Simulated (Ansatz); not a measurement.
Runs of Ansatz 0.2.0 on AlFe3B. It takes space group Pm-3m (No. 221, cubic). The conventional cell has a = 3.822 Å, b = 3.822 Å, c = 3.822 Å, α = 90.00°, β = 90.00°, γ = 90.00°. Fe (site symmetry 4/mmm) has 2 B at 1.91 Å as nearest neighbours. Around Al (site symmetry m-3m) lie 12 Fe at 2.70 Å. Around B (site symmetry m-3m) lie 6 Fe at 1.91 Å. The cell comes from a database or a generator and needn't be the stable form of this composition.

```csv
spin,k mesh,gap on the mesh (eV),pressure (GPa),moment (μB)
"collinear, random start",7 × 7 × 7,none,-7.7,4.11
"collinear, ferromagnetic start",7 × 7 × 7,none,-7.7,4.11
"collinear, antiferromagnetic start",7 × 7 × 7,none,-7.7,4.11
"non-collinear, random start",5 × 5 × 5,none,-7.6,4.14
"collinear, ferrimagnetic start",7 × 7 × 7,none,-7.7,4.11
off,7 × 7 × 7,none,(a),-
```

Alike in all rows: task single point; level PBEsol; potentials or basis Ansatz PAW; cell as given; cutoff (eV) 420; smearing fermi-dirac 0.05 eV.

Fill in the values left out.

(a) -13.2.

Caveats: the PAW data sets come from PBE, with cores solved anew for the run's functional, which leaves a small shift of forces and pressure; the starting moments weren't kept (some runs).

A gap of «none» marks a metal or a gap under the smearing width.
